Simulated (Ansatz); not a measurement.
This script makes an equation of state with a fit of Hf5Pb, space group P4/mmm with the Ansatz DFT code, driven from Python.

The script, `eos.py`:
```python
import ansatz
from ase.eos import EquationOfState
from ase.units import GPa
import numpy as np

SETTINGS = {
    "xc": "pbesol",
    "ecut": 510,
    "smearing": "Gaussian",
    "kmesh": (7, 7, 2),
}

vectors0 = np.array([
    [3.18663638, 0.0, 0.0],
    [0.0, 3.18663638, 0.0],
    [0.0, 0.0, 13.49848955],
])
sites = [
    ("Hf", [0.5, 0.5, 0.33448228]),
    ("Hf", [0.5, 0.5, 0.66551772]),
    ("Hf", [0.0, 0.0, 0.1759868]),
    ("Hf", [0.0, 0.0, 0.8240132]),
    ("Hf", [0.0, 0.0, 0.5]),
    ("Pb", [0.5, 0.5, 0.0]),
]


def make_crystal(cell):
    crystal = ansatz.Crystal(lattice=ansatz.Lattice.of(cell))
    for symbol, position in sites:
        crystal = crystal.atom(symbol, position)
    return crystal

volumes, energies = [], []
for scale in np.linspace(0.9, 1.1, 9):
    cell = vectors0 * scale ** (1 / 3)
    job = make_crystal(cell).calculation()
    job = job.functional(SETTINGS["xc"])
    job = job.basis(SETTINGS["ecut"])
    job = job.occupations(SETTINGS["smearing"])
    job = job.kpoints(*SETTINGS["kmesh"])
    rep = job.run().report
    volumes.append(abs(np.linalg.det(cell)) / len(sites))
    energies.append(rep["free_energy_ev"] / len(sites))
    print(f"V = {volumes[-1]:8.4f} A^3/atom  F = {energies[-1]:.5f} eV/atom")

eos = EquationOfState(volumes, energies, eos="sj")
v0, e0, bulk = eos.fit()
print(f"V0 = {v0:.4f} A^3/atom, E0 = {e0:.5f} eV/atom, B = {bulk / GPa:.1f} GPa")
```

From its runs, with one value withheld:

| V (Å³/atom) | F less the lowest row shown (meV/atom) |
| --- | --- |
| 20.561 | 46.83 |
| 21.132 | 19.47 |
| 21.703 | 4.31 |
| 22.274 | 0.00 |
| 22.845 | 5.32 |
| 23.417 | 19.20 |
| 23.988 | 40.70 |
| 24.559 | ? |
| 25.130 | 103.16 |

What is the missing energy at 24.559 Å³ an atom?

A third-order Birch-Murnaghan fit, E = E0 + (9 V0 B0 / 16) [(t - 1)³ B' + (t - 1)² (6 - 4t)] with t = (V0/V)^(2/3), through the 8 rows shown gives V0 = 22.233 Å³, B0 = 105.9 GPa, B' = 3.62 and E0 = -0.02 meV. At V = 24.559 Å³, t = 0.93582, and the fit interpolates to 68.92 meV. The run gave 68.95 meV, a miss of 0.03 meV.

Reading the output:
- The run is spin-unpolarised.
- Shape and fractional positions are held along the curve, so the bulk modulus is an upper value where they are free to relax, by a factor of two or more in layered or hydrogen-bonded cells.
- The mesh is modest for a metal, so energies can be off by several to tens of meV an atom and pressures by half a GPa or more; differences at equal mesh fare better.
- Spin-orbit coupling, which matters for elements this heavy, is left out.
- This cell is a computed structure, which may not be the phase found in nature.
- It ran for 2.8 min on 1 thread of Arm Neoverse V2, on a shared host, peak memory 0.62 GiB.
